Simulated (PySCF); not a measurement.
# SrF: changing the method

Aim: see what other levels and later steps give for SrF.

The runs use PySCF 2.14.0; method and basis as typed in the scripts.

4 further runs of the same task are left out: 4 that didn't finish.

### Step 1. The system as given

SrF: 2 atoms, charge 0, spin multiplicity 2.

Bond lengths: Sr1–F2 2.162 Å.

### Step 2. The base run

input.py reads:

```python
from pyscf import gto, scf, mcscf

mol = gto.M(
    atom='Sr 0 0 0; F 0 0 2.162',
    basis='lanl2dz',
    ecp={'Sr': 'lanl2dz'},
    charge=0,
    spin=1,
    verbose=4,
)
mf = scf.ROHF(mol)
mf.kernel()
mc = mcscf.CASSCF(mf, 4, 5)
mc.kernel()
mc.analyze()
mf.dip_moment()
print('orbital energies (hartree):', mf.mo_energy[..., max(0, mol.nelec[1]-3):mol.nelec[0]+3].round(4))
```

Run with:

```
$ OMP_NUM_THREADS=1 python input.py
```

The log of this run is left out.

In short: E(SCF) = -129.605472 Eh, 8 cycles, E(CAS) − E(SCF) = -0.01232 Eh, μ = 4.39 D (of the SCF density).

The bond length is a typed value, not an optimised one.

### Step 3. SCF alone

Edit 1 changes step after the SCF: casscf → none.

input.py reads:

```python
from pyscf import gto, scf

mol = gto.M(
    atom='Sr 0 0 0; F 0 0 2.162',
    basis='lanl2dz',
    ecp={'Sr': 'lanl2dz'},
    charge=0,
    spin=1,
    verbose=4,
)
mf = scf.ROHF(mol)
mf.kernel()
mf.dip_moment()
print('orbital energies (hartree):', mf.mo_energy[..., max(0, mol.nelec[1]-3):mol.nelec[0]+3].round(4))
```

Run with:

```
$ OMP_NUM_THREADS=1 python input.py
```

### Step 4. MP2 (UHF)

Edit 2 changes step after the SCF: casscf → mp2; SCF type: ROHF → UHF.

input.py reads:

```python
from pyscf import gto, scf, mp

mol = gto.M(
    atom='Sr 0 0 0; F 0 0 2.162',
    basis='lanl2dz',
    ecp={'Sr': 'lanl2dz'},
    charge=0,
    spin=1,
    verbose=4,
)
mf = scf.UHF(mol)
mf.kernel()
mp.MP2(mf).kernel()
mf.dip_moment()
print('orbital energies (hartree):', [e[max(0, n-3):n+3].round(4) for e, n in zip(mf.mo_energy, mol.nelec)])
```

### Step 5. TDA (UHF)

Edit 3 changes step after the SCF: casscf → tda; SCF type: ROHF → UHF; number of roots: none → 8.

input.py reads:

```python
from pyscf import gto, scf, tdscf

mol = gto.M(
    atom='Sr 0 0 0; F 0 0 2.162',
    basis='lanl2dz',
    ecp={'Sr': 'lanl2dz'},
    charge=0,
    spin=1,
    verbose=4,
)
mf = scf.UHF(mol)
mf.kernel()
td = tdscf.TDA(mf)
td.nstates = 8
td.kernel()
td.analyze(verbose=3)
mf.dip_moment()
print('orbital energies (hartree):', [e[max(0, n-3):n+3].round(4) for e, n in zip(mf.mo_energy, mol.nelec)])
```

Q: Predict the outcome of this session. Wanted: for each run, E(SCF); from base; gap, α spin; SCF dipole; after the SCF.

**Answer**, as computed:

```tsv
run	E(SCF) (hartree)	from base (eV)	cycles	gap, α spin (eV)	SCF dipole (D)	after the SCF
base	-129.605472	0	8	n/a	4.39	CASSCF correlation -0.335 eV
SCF alone	-129.605472	0.0000	8	n/a	4.39	n/a
MP2 (UHF)	-129.605570	-0.0027	9	5.98	4.40	MP2 correlation -3.388 eV
TDA (UHF)	-129.605570	-0.0027	9	5.98	4.40	lowest root found 2.46 eV
```

Total energies from different bases, Hamiltonians or methods carry different errors, so properties are taken as differences within one set-up.
